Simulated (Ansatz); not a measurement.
# SiGeH₄ (triplet): wave-function methods side by side at distance Ge1–H5 along a hydrogen transfer = 1.534 Å, cc-pVDZ

Aim: climb from Hartree-Fock through coupled cluster and multireference methods for SiGeH₄ (triplet) at one geometry and basis, and see what each rung misses.

The runs use Ansatz 0.2.0, Gaussian basis; cc-pVDZ, core rule «outside noble gas», up to 19 orbitals frozen.

To be run: UHF; CCSD(T) on ROHF; CCSD(T) on UHF; BCCD(T) on ROHF; CISD; CCSDT(Q) on ROHF; CCSDT(Q) on UHF; CASSCF and MRCISD+Q, 4 electrons in 4 orbitals; CASSCF and NEVPT2, 4 electrons in 4 orbitals.

15 further runs of the same task are left out: 13 that didn't finish, 2 set aside as unsound or not needed.

## (1) What is computed

The geometry derives from fragments relaxed apart (PBE0/def2-TZVP) and kept rigid, so it is no stationary point. A hydrogen atom is moved between rigid fragments. No spin-orbit coupling is included. The filled d shell of Ge may be among the frozen orbitals whatever the setting's name suggests; the logs give the count.

6 atoms, charge 0, spin multiplicity 3.

Atoms are counted from 1 here; the program's logs count them from 0.

Bond lengths: Ge1–H2 1.534 Å, Ge1–H3 1.534 Å, Ge1–H4 1.534 Å, Ge1–H5 1.534 Å. Angles: H2–Ge1–H3 109.5°, H2–Ge1–H4 109.5°, H2–Ge1–H5 109.5°, H3–Ge1–H4 109.5°, H3–Ge1–H5 109.5°, H4–Ge1–H5 109.5°.

## (2) UHF

in.yaml

```yaml
crystal:
  periodic: [false, false, false]
  atoms:
    - {symbol: Ge, position_ang: [-1.011544, 0.000000, 0.000000]}
    - {symbol: H, position_ang: [-1.522994, 1.446599, 0.000000]}
    - {symbol: H, position_ang: [-1.522994, -0.723300, 1.252792]}
    - {symbol: H, position_ang: [-1.522994, -0.723299, -1.252792]}
    - {symbol: H, position_ang: [0.522806, 0.000000, 0.000000]}
    - {symbol: Si, position_ang: [2.761456, 0.000000, 0.000000]}
basis:
  gaussian: {orbitals: cc-pVDZ}
magnetization: {spin_polarized: true, initial_magnetization: 2}
hamiltonian: {xc: hf}
output: {orbitals: {seedname: orbitals}}
```

Command:

```sh
> ansatz run in.yaml --threads 1 --pin off --events-out ev --progress --plain --max-ram 2393MiB
```

Further steps of the session: CCSD(T) on ROHF; CCSD(T) on UHF; BCCD(T) on ROHF; CISD; CCSDT(Q) on ROHF; CCSDT(Q) on UHF; CASSCF and MRCISD+Q, 4 electrons in 4 orbitals; CASSCF and NEVPT2, 4 electrons in 4 orbitals.

Before running them: what should the planned runs give, taken together? Wanted: UCCSDT(Q) below the RHF energy; RMP2 from UCCSDT(Q); UMP2 from UCCSDT(Q); RCCSD from UCCSDT(Q); RCCSD(T) from UCCSDT(Q); UCCSD(T) from UCCSDT(Q); RCCSDT(Q) from UCCSDT(Q); MRCISD+Q pair from UCCSDT(Q); T1 diagnostic.

The runs gave:

```
                         quantity                                                                  value
   UCCSDT(Q) below the RHF energy                                                             -5.9535 eV
              RMP2 from UCCSDT(Q)                                                        +33.30 kcal/mol
              UMP2 from UCCSDT(Q)                                                        +33.26 kcal/mol
             RCCSD from UCCSDT(Q)                                                         +3.32 kcal/mol
          RCCSD(T) from UCCSDT(Q)                                                         +0.75 kcal/mol
          UCCSD(T) from UCCSDT(Q)                                                         +0.74 kcal/mol
         RCCSDT(Q) from UCCSDT(Q)                                                          0.00 kcal/mol
     MRCISD+Q pair from UCCSDT(Q)                                                         -0.09 kcal/mol
levels within 1 kcal/mol (43 meV)  RCCSD(T), UCCSD(T), BCCD(T), RCCSDT, UCCSDT, RCCSDT(Q), MRCISD+Q pair
                    T1 diagnostic                                                                  0.016
```

RCCSD(T) lands +0.75 kcal/mol from the yardstick (0.5 % of the correlation energy). These misses are within one basis, not against nature; the frozen cores of restricted and unrestricted runs differ, which can shift their rows.
